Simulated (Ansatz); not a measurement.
# C₃H₉As: one species, many methods

One table from this session's results is given with a row withheld; the runs are named, their logs left out.

Method: functionals in def2-TZVPP, the program's frozen cores in correlated methods; program: Ansatz 0.2.0, Gaussian basis.

Plan: LDA (SPW92), PBE-D4, revPBE-D4, BLYP-D4, r2SCAN-D4, B97M-V, PBE0-D4, B3LYP-D4, r2SCANh-D4, r2SCAN0-D4, HSE06-D4, BHLYP-D4, CAM-B3LYP-D4, LC-ωPBE, ωB97X-V, ωB97M-V, B2PLYP, PBE-QIDH; CCSD(T)/def2-SVP; CCSD(T)/def2-TZVPP; MP2/def2-QZVPP; extrapolation to the limit; RPA on PBE.

### Structure used throughout

An earlier PBE0-D4 in a triple-zeta def2 set relaxation fixed the geometry.

13 atoms, charge 0, spin multiplicity 1.

Atoms are counted from 1 here; the program's logs count them from 0.

Bond lengths: C1–C2 1.518 Å, C1–H5 1.093 Å, C1–H6 1.093 Å, C1–H7 1.093 Å, C2–As3 1.976 Å, C2–H8 1.092 Å, C2–H9 1.094 Å, As3–C4 1.968 Å, As3–H10 1.528 Å, C4–H11 1.091 Å, C4–H12 1.090 Å, C4–H13 1.090 Å. Angles: C2–C1–H5 111.3°, C2–C1–H6 111.3°, C2–C1–H7 111.4°, H5–C1–H6 107.5°, H5–C1–H7 107.6°, H6–C1–H7 107.5°, C1–C2–As3 112.0°, C1–C2–H8 111.4°, C1–C2–H9 110.7°, As3–C2–H8 109.0°, As3–C2–H9 106.1°, H8–C2–H9 107.4°, C2–As3–C4 97.8°, C2–As3–H10 95.0°, C4–As3–H10 95.5°, As3–C4–H11 108.6°, As3–C4–H12 109.2°, As3–C4–H13 111.9° and more.

As a file:

```mol
C3H9As
  3D, bonds by distance, orders not assigned

 13 12  0  0  0  0  0  0  0  0999 V2000
   -0.4500    2.0283   -0.2875 C   0  0
   -0.5948    0.5189   -0.2172 C   0  0
    1.1532   -0.3978   -0.3161 As  0  0
    0.5414   -2.1969    0.1962 C   0  0
   -1.4258    2.5215   -0.2781 H   0  0
    0.1209    2.4131    0.5617 H   0  0
    0.0682    2.3378   -1.1988 H   0  0
   -1.1077    0.2104    0.6964 H   0  0
   -1.1809    0.1470   -1.0624 H   0  0
    1.5970    0.0109    1.0876 H   0  0
    0.0154   -2.6390   -0.6511 H   0  0
    1.4071   -2.8191    0.4246 H   0  0
   -0.1234   -2.1698    1.0595 H   0  0
  1  2  8  0
  2  3  8  0
  3  4  8  0
  1  5  8  0
  1  6  8  0
  1  7  8  0
  2  8  8  0
  2  9  8  0
  3 10  8  0
  4 11  8  0
  4 12  8  0
  4 13  8  0
M  END
```

Set-up of the first run:

Contents of in.yaml:

```yaml
crystal:
  periodic: [false, false, false]
  atoms:
    - {symbol: C, position_ang: [-0.449952, 2.028290, -0.287537]}
    - {symbol: C, position_ang: [-0.594812, 0.518897, -0.217232]}
    - {symbol: As, position_ang: [1.153220, -0.397771, -0.316146]}
    - {symbol: C, position_ang: [0.541373, -2.196916, 0.196206]}
    - {symbol: H, position_ang: [-1.425839, 2.521462, -0.278141]}
    - {symbol: H, position_ang: [0.120884, 2.413102, 0.561651]}
    - {symbol: H, position_ang: [0.068185, 2.337834, -1.198818]}
    - {symbol: H, position_ang: [-1.107707, 0.210414, 0.696415]}
    - {symbol: H, position_ang: [-1.180938, 0.147032, -1.062390]}
    - {symbol: H, position_ang: [1.597005, 0.010933, 1.087641]}
    - {symbol: H, position_ang: [0.015392, -2.639017, -0.651058]}
    - {symbol: H, position_ang: [1.407119, -2.819148, 0.424584]}
    - {symbol: H, position_ang: [-0.123431, -2.169812, 1.059524]}
basis:
  gaussian: {orbitals: def2-TZVPP}
hamiltonian: {xc: lda}
output: {orbitals: {seedname: orbitals}}
```

Started as:

```console
$ ansatz run in.yaml --threads 4 --pin off --events-out ev --progress --plain --max-ram 10444MiB
```

Among the steps run: LDA; PBE-D4 (GGA); revPBE-D4 (GGA); BLYP-D4 (GGA); r2SCAN-D4 (meta-GGA); B97M-V (meta-GGA); PBE0-D4 (hybrid); B3LYP-D4 (hybrid); r2SCANh-D4 (hybrid); r2SCAN0-D4 (hybrid); HSE06-D4 (hybrid); BHLYP-D4 (hybrid); CAM-B3LYP-D4 (range-separated); LC-ωPBE (range-separated); ωB97X-V (range-separated); ωB97M-V (range-separated); B2PLYP (double hybrid); PBE-QIDH (double hybrid).

One of the session's tables, all rows but one given; the rest of the session is left out.

It belongs to the step «Frontier levels by functional». 

```
  functional  HOMO (eV)  LUMO (eV)  gap (eV)
 LDA (SPW92)      -5.74      -0.33      5.41
      PBE-D4      -5.62      -0.14      5.48
   revPBE-D4      -5.57      -0.05      5.52
     BLYP-D4      -5.50      -0.10      5.40
   r2SCAN-D4      -5.85       0.26      6.12
      B97M-V      -5.92       0.00      5.92
     PBE0-D4      -6.70       0.66      7.36
    B3LYP-D4      -6.53       0.37      6.90
  r2SCANh-D4      -6.25       0.54      6.79
  r2SCAN0-D4      -6.86       0.93      7.79
    HSE06-D4      -6.31       0.29      6.59
    BHLYP-D4      -7.69       1.36      9.05
CAM-B3LYP-D4      -8.00       1.52      9.52
     LC-ωPBE          ?          ?         ?
     ωB97X-V      -8.97       2.56     11.54
     ωB97M-V      -8.87       2.25     11.11
```

Estimate the missing values for LC-ωPBE.

The run gave: HOMO (eV): -9.30; LUMO (eV): 2.76; gap (eV): 12.05. In the column «HOMO (eV)» it is the lowest.
